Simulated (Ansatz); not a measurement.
**Ir: a strain scan**

The task, for Ir: strain the cell along the Voigt pattern (0, 1, 0, 0, 0, 0).

Method: DFT r2SCAN, scalar-relativistic, plane waves, PAW, in Ansatz 0.2.0.

## 1. Starting point

The structure is cubic, space group Fm-3m (No. 225). Conventional cell: a = 3.839 Å, b = 3.839 Å, c = 3.839 Å, α = 90.00°, β = 90.00°, γ = 90.00°. Ir (site symmetry m-3m) is surrounded by 12 Ir at 2.71 Å.

Structure file:

```cif
data_structure
_symmetry_space_group_name_H-M 'P 1'
_symmetry_Int_Tables_number 1
_cell_length_a 2.7149
_cell_length_b 2.7149
_cell_length_c 2.7149
_cell_angle_alpha 60.000
_cell_angle_beta 60.000
_cell_angle_gamma 60.000
_cell_volume 14.15
loop_
_atom_site_label
_atom_site_type_symbol
_atom_site_fract_x
_atom_site_fract_y
_atom_site_fract_z
_atom_site_occupancy
Ir1 Ir 0.00000 0.00000 0.00000 1
```

No relaxation comes first: the listed cell is the starting point.

## 2. The reference cell

Reference values: F = -11948.7249 eV; pressure 1.58 GPa; largest force 0.000 eV/Å; gap on the mesh none (metal). It was computed beforehand with the settings of the runs below.

## 3. Setting up a strain scan

The cell is strained by ε times the Voigt pattern (0, 1, 0, 0, 0, 0) (xx, yy, zz, yz, xz, xy; engineering shear), with fractional coordinates fixed (clamped ions). The stress on the pattern is the sum of the stress components weighted by it, tension positive.

## 4. Point ε = -0.0200

File input.yaml:

```yaml
crystal:
  lattice:
    - [0.0, 1.881306, 1.9197]
    - [1.9197, 0.0, 1.9197]
    - [1.9197, 1.881306, 0.0]
  atoms:
    - { symbol: Ir, position: [0.0, 0.0, 0.0] }
basis:
  ecutwfc: 500
kpoints:
  mp_grid: { grid: [22, 22, 22] }
hamiltonian:
  xc: r2scan
scf:
  occupations: { method: gaussian, width: 0.15 }
output:
  forces: true
  stress: true
  eigenvalues: true
```

Command:

```bash
> ansatz run input.yaml --threads 1 --pin off --max-ram 2560MiB --backend cpu --events-out ev --progress --plain --runs-dir out
```

## 5. Point ε = 0.0150

Changes to input.yaml since step 4:

```diff
@@ -2,5 +2,5 @@
   lattice:
-    - [0.0, 1.881306, 1.9197]
+    - [0.0, 1.9484955, 1.9197]
     - [1.9197, 0.0, 1.9197]
-    - [1.9197, 1.881306, 0.0]
+    - [1.9197, 1.9484955, 0.0]
   atoms:
```

## 6. Point ε = -0.0100

Changes to input.yaml since step 5:

```diff
@@ -2,5 +2,5 @@
   lattice:
-    - [0.0, 1.9484955, 1.9197]
+    - [0.0, 1.900503, 1.9197]
     - [1.9197, 0.0, 1.9197]
-    - [1.9197, 1.9484955, 0.0]
+    - [1.9197, 1.900503, 0.0]
   atoms:
@@ -19 +19,5 @@
   eigenvalues: true
+  write_density: true
+  write_potential: true
+  elf: true
+  volumetric_format: npy
```

## 7. Point ε = 0.0050

File input.yaml:

```yaml
crystal:
  lattice:
    - [0.0, 1.9292985, 1.9197]
    - [1.9197, 0.0, 1.9197]
    - [1.9197, 1.9292985, 0.0]
  atoms:
    - { symbol: Ir, position: [0.0, 0.0, 0.0] }
basis:
  ecutwfc: 500
kpoints:
  mp_grid: { grid: [22, 22, 22] }
hamiltonian:
  xc: r2scan
scf:
  occupations: { method: gaussian, width: 0.15 }
output:
  forces: true
  stress: true
  eigenvalues: true
```

## 8. ε = 0.0200

Changes to input.yaml since step 7:

```diff
@@ -2,5 +2,5 @@
   lattice:
-    - [0.0, 1.9292985, 1.9197]
+    - [0.0, 1.958094, 1.9197]
     - [1.9197, 0.0, 1.9197]
-    - [1.9197, 1.9292985, 0.0]
+    - [1.9197, 1.958094, 0.0]
   atoms:
```

## 9. ε = -0.0150

Changes to input.yaml since step 8:

```diff
@@ -2,5 +2,5 @@
   lattice:
-    - [0.0, 1.958094, 1.9197]
+    - [0.0, 1.8909045, 1.9197]
     - [1.9197, 0.0, 1.9197]
-    - [1.9197, 1.958094, 0.0]
+    - [1.9197, 1.8909045, 0.0]
   atoms:
```

## 10. ε = 0.0100

Changes to input.yaml since step 9:

```diff
@@ -2,5 +2,5 @@
   lattice:
-    - [0.0, 1.8909045, 1.9197]
+    - [0.0, 1.938897, 1.9197]
     - [1.9197, 0.0, 1.9197]
-    - [1.9197, 1.8909045, 0.0]
+    - [1.9197, 1.938897, 0.0]
   atoms:
```

## 11. ε = -0.0050

Changes to input.yaml since step 10:

```diff
@@ -2,5 +2,5 @@
   lattice:
-    - [0.0, 1.938897, 1.9197]
+    - [0.0, 1.9101015, 1.9197]
     - [1.9197, 0.0, 1.9197]
-    - [1.9197, 1.938897, 0.0]
+    - [1.9197, 1.9101015, 0.0]
   atoms:
@@ -19 +19,5 @@
   eigenvalues: true
+  write_density: true
+  write_potential: true
+  elf: true
+  volumetric_format: npy
```

## 12. Point ε = 0.0175

Changes to input.yaml since step 11:

```diff
@@ -2,5 +2,5 @@
   lattice:
-    - [0.0, 1.9101015, 1.9197]
+    - [0.0, 1.95329475, 1.9197]
     - [1.9197, 0.0, 1.9197]
-    - [1.9197, 1.9101015, 0.0]
+    - [1.9197, 1.95329475, 0.0]
   atoms:
```

(Steps that only read results are left out.)

Before running it: what results should come out? Wanted: slope of the stress at ε = 0, over ±0.0050.

As calculated:

```
                                  quantity    value
slope of the stress at ε = 0, over ±0.0050  635 GPa
```

In words: From the stress slope, C22 is about 635 GPa with the ions clamped. The reference stands under 1.6 GPa, so this is no zero-stress constant. No sampled point lies below the undisturbed cell. Compression costs more than tension: 14.5 against 8.0 meV/atom at the ends. Spin-orbit coupling is left out for Ir.
